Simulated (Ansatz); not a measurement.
# Ti: an axial (c/a) deformation path

An exercise on one series of results from a longer session: the logs are not shown, and one member is left open.

Method: DFT PBEsol, scalar-relativistic, plane waves, PAW, in Ansatz 0.2.0.

### The structure to begin with

It takes space group P6_3/mmc (No. 194, hexagonal). The conventional cell has a = 2.950 Å, b = 2.950 Å, c = 4.686 Å, α = 90.00°, β = 90.00°, γ = 120.00°. Ti (site symmetry -6m2) has 12 Ti at 2.90 to 2.95 Å as nearest neighbours.

Coordinates:

```cif
data_structure
_symmetry_space_group_name_H-M 'P 1'
_symmetry_Int_Tables_number 1
_cell_length_a 2.9500
_cell_length_b 2.9500
_cell_length_c 4.6860
_cell_angle_alpha 90.000
_cell_angle_beta 90.000
_cell_angle_gamma 120.000
_cell_volume 35.32
loop_
_atom_site_label
_atom_site_type_symbol
_atom_site_fract_x
_atom_site_fract_y
_atom_site_fract_z
_atom_site_occupancy
Ti1 Ti 0.33333 0.66667 0.25000 1
Ti2 Ti 0.66667 0.33333 0.75000 1
```

No relaxation comes first: the listed cell is the starting point.

### Zero of energy

Reference values: F = -4947.7686 eV; pressure -5.86 GPa; largest force 0.000 eV/Å; gap on the mesh none (metal). It was computed beforehand with the settings of the runs below.

Set-up of the first run:

At fixed volume and fractional coordinates, lengths along (0.000, 0.000, 1.000) are scaled against those across it; ρ is that ratio over its starting value.

input.yaml reads:

```yaml
crystal:
  lattice:
    - [3.1142159576, 0.0, 0.0]
    - [-1.5571079788, 2.6969901322, 0.0]
    - [0.0, 0.0, 4.2048279924]
  atoms:
    - { symbol: Ti, position: [0.3333333333, 0.6666666667, 0.25] }
    - { symbol: Ti, position: [0.6666666667, 0.3333333333, 0.75] }
basis:
  ecutwfc: 420
kpoints:
  mp_grid: { grid: [24, 24, 12] }
hamiltonian:
  xc: pbesol
scf:
  occupations: { method: gaussian, width: 0.15 }
output:
  forces: true
  stress: true
  eigenvalues: true
  write_density: true
  write_potential: true
  elf: true
  volumetric_format: npy
```

Started as:

```bash
$ ansatz run input.yaml --threads 1 --pin off --max-ram 2560MiB --backend cpu --events-out ev --progress --plain --runs-dir out
```

Steps of the session up to this table: ρ = 0.850; ρ = 1.200; Point ρ = 0.920; Point ρ = 1.100; ρ = 0.960; ρ = 1.050; Point ρ = 0.800; At ρ = 1.300.

One table of the session follows, with a row left open; its other results are not shown here.

It belongs to the step «The scan collected». Collected from the runs (energy zero: the undisturbed cell):

| ρ | ΔE (meV/atom) | pressure (GPa) |
| --- | --- | --- |
| 0.800 | 146.3 | -4.5 |
| 0.850 | 83.1 | -5.0 |
| 0.920 | ? | ? |
| 0.960 | 4.7 | -5.8 |
| 1.000 | 0.0 | -5.9 |
| 1.050 | 10.8 | -5.9 |
| 1.100 | 36.7 | -5.8 |
| 1.200 | 114.4 | -5.7 |
| 1.300 | 204.5 | -5.2 |

Estimate the missing values for ρ = 0.920.

Worked estimate for «ΔE (meV/atom)». A straight line through the neighbours (0.850, 83.1) and (0.960, 4.7) gives 83.1 + (4.7 − 83.1) × (0.920 − 0.850) / (0.960 − 0.850) = 33.2; a parabola fitted to 4 rows on both sides gives 23.2.

The run gave: ΔE (meV/atom): 22.6; pressure (GPa): -5.5. In «ΔE (meV/atom)» the line misses by +10.6 and the parabola by +0.6.
